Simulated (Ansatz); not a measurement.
**C₃H₁₀AgOP: up Jacob's ladder to CCSD(T)**

How much do the methods differ for C₃H₁₀AgOP? The plan is to run it at one geometry with functionals of several rungs and with coupled cluster. The yardstick is the atomisation energy at the CCSD(T) limit.

The runs use Ansatz 0.2.0, Gaussian basis; functionals in def2-TZVPP, the program's frozen cores in correlated methods.

Plan: LDA (SPW92), PBE-D4, revPBE-D4, BLYP-D4, r2SCAN-D4, B97M-V, PBE0-D4, B3LYP-D4, r2SCANh-D4, r2SCAN0-D4, HSE06-D4, BHLYP-D4, CAM-B3LYP-D4, LC-ωPBE, ωB97X-V, ωB97M-V, B2PLYP, PBE-QIDH; CCSD(T)/def2-SVP; CCSD(T)/def2-TZVPP; MP2/def2-QZVPP; extrapolation to the limit; RPA on PBE.

### 1 Structure used throughout

All runs share one geometry, relaxed beforehand with PBE0-D4 in a triple-zeta def2 set. Ag takes the def2 core potential; no spin-orbit term is included.

SMILES `C[P+](C)(C)[Ag-][OH]`, 16 atoms, charge 0, spin multiplicity 1.

Atoms are counted from 1 here; the program's logs count them from 0.

Bond lengths: C1–P2 1.820 Å, C1–H7 1.091 Å, C1–H8 1.093 Å, C1–H9 1.091 Å, P2–C3 1.820 Å, P2–C4 1.820 Å, P2–Ag5 2.293 Å, C3–H10 1.091 Å, C3–H11 1.093 Å, C3–H12 1.091 Å, C4–H13 1.091 Å, C4–H14 1.093 Å, C4–H15 1.091 Å, Ag5–O6 1.989 Å, O6–H16 0.959 Å. Angles: P2–C1–H7 109.4°, P2–C1–H8 111.2°, P2–C1–H9 109.4°, H7–C1–H8 109.3°, H7–C1–H9 108.0°, H8–C1–H9 109.3°, C1–P2–C3 102.9°, C1–P2–C4 102.9°, C1–P2–Ag5 114.9°, C3–P2–C4 102.9°, C3–P2–Ag5 115.6°, C4–P2–Ag5 115.7°, P2–C3–H10 109.4°, P2–C3–H11 111.3°, P2–C3–H12 109.4°, H10–C3–H11 109.3°, H10–C3–H12 108.0°, H11–C3–H12 109.4° and more.

### 2 LDA

This LDA is Slater exchange with PW92 correlation.

The input, in.yaml:

```yaml
crystal:
  periodic: [false, false, false]
  atoms:
    - {symbol: C, position_ang: [-0.484615, -1.527639, 0.802822]}
    - {symbol: P, position_ang: [0.041293, -0.003162, -0.039835]}
    - {symbol: C, position_ang: [1.856668, -0.094247, 0.048179]}
    - {symbol: C, position_ang: [-0.298481, -0.367860, -1.790039]}
    - {symbol: Ag, position_ang: [-0.895516, 1.924265, 0.776137]}
    - {symbol: O, position_ang: [-1.641925, 3.650701, 1.422879]}
    - {symbol: H, position_ang: [-0.230292, -1.463041, 1.861776]}
    - {symbol: H, position_ang: [-0.002565, -2.406873, 0.368010]}
    - {symbol: H, position_ang: [-1.567497, -1.632417, 0.721046]}
    - {symbol: H, position_ang: [2.289176, 0.730955, -0.519643]}
    - {symbol: H, position_ang: [2.227035, -1.041473, -0.351983]}
    - {symbol: H, position_ang: [2.174292, 0.008531, 1.086845]}
    - {symbol: H, position_ang: [0.073718, 0.449477, -2.409584]}
    - {symbol: H, position_ang: [0.175812, -1.302191, -2.100899]}
    - {symbol: H, position_ang: [-1.376384, -0.441482, -1.941721]}
    - {symbol: H, position_ang: [-2.340729, 3.516466, 2.066003]}
basis:
  gaussian: {orbitals: def2-TZVPP}
hamiltonian: {xc: lda}
output: {orbitals: {seedname: orbitals}}
```

The runs that follow: PBE-D4 (GGA); revPBE-D4 (GGA); BLYP-D4 (GGA); r2SCAN-D4 (meta-GGA); B97M-V (meta-GGA); PBE0-D4 (hybrid); B3LYP-D4 (hybrid); r2SCANh-D4 (hybrid); r2SCAN0-D4 (hybrid); HSE06-D4 (hybrid); BHLYP-D4 (hybrid); CAM-B3LYP-D4 (range-separated); LC-ωPBE (range-separated); ωB97X-V (range-separated); ωB97M-V (range-separated); B2PLYP (double hybrid); PBE-QIDH (double hybrid); CCSD(T) in def2-SVP; CCSD(T) in def2-TZVPP; MP2 in def2-QZVPP; RPA on PBE orbitals.

**Question.** What will the summary of the whole plan be? Wanted: atomisation energy, CCSD(T)/CBS; farthest beyond LDA; mean size of error, GGA; mean size of error, meta-GGA; mean size of error, hybrid; mean size of error, range-separated; mean size of error, double hybrid; gap, smallest and largest; T1 diagnostic.

**Answer**, as computed:

| quantity | value |
| --- | --- |
| atomisation energy, CCSD(T)/CBS | 58.515 eV |
| functionals within 0.293 eV (0.5 %) | BLYP-D4, r2SCAN-D4, B97M-V, PBE0-D4, B3LYP-D4, r2SCANh-D4, HSE06-D4, CAM-B3LYP-D4, ωB97X-V, ωB97M-V |
| farthest beyond LDA | BHLYP-D4 (-1.843 eV) |
| mean size of error, GGA | 0.479 eV |
| mean size of error, meta-GGA | 0.100 eV |
| mean size of error, hybrid | 0.533 eV |
| mean size of error, range-separated | 0.187 eV |
| mean size of error, double hybrid | 0.746 eV |
| gap, smallest and largest | 3.68 eV (BLYP-D4), 10.40 eV (LC-ωPBE) |
| T1 diagnostic | 0.0156 |
| triples share of the correlation energy | 3.7 % |

**Reading.** The LDA atomisation energy is off by 8.373 eV (14 %): it overbinds. PBE-D4 is off by +0.958 eV. Double hybrids carry the basis error of their MP2 part in triple zeta, and no dispersion term here, so their miss is partly the set-up's. The rungs meta-GGA, range-separated miss on average by less than the doubt on the reference (0.293 eV), so they tie. The reference freezes the cores and leaves out spin-orbit coupling and excitations past (T), so misses under about 0.293 eV can't be ranked. All levels share the lack of spin-orbit coupling, which lowers the free heavy atoms and so the true binding. Hartree-Fock recovers 71 % of the binding; the rest is correlation. CCSD(T) in def2-SVP is off by -3.629 eV, which most functionals beat. The gap grows from 3.7 to 10.4 eV across the functionals, mostly with the share of exact exchange. Correlated methods include outer-core shells of Ag, which these sets cover unevenly.
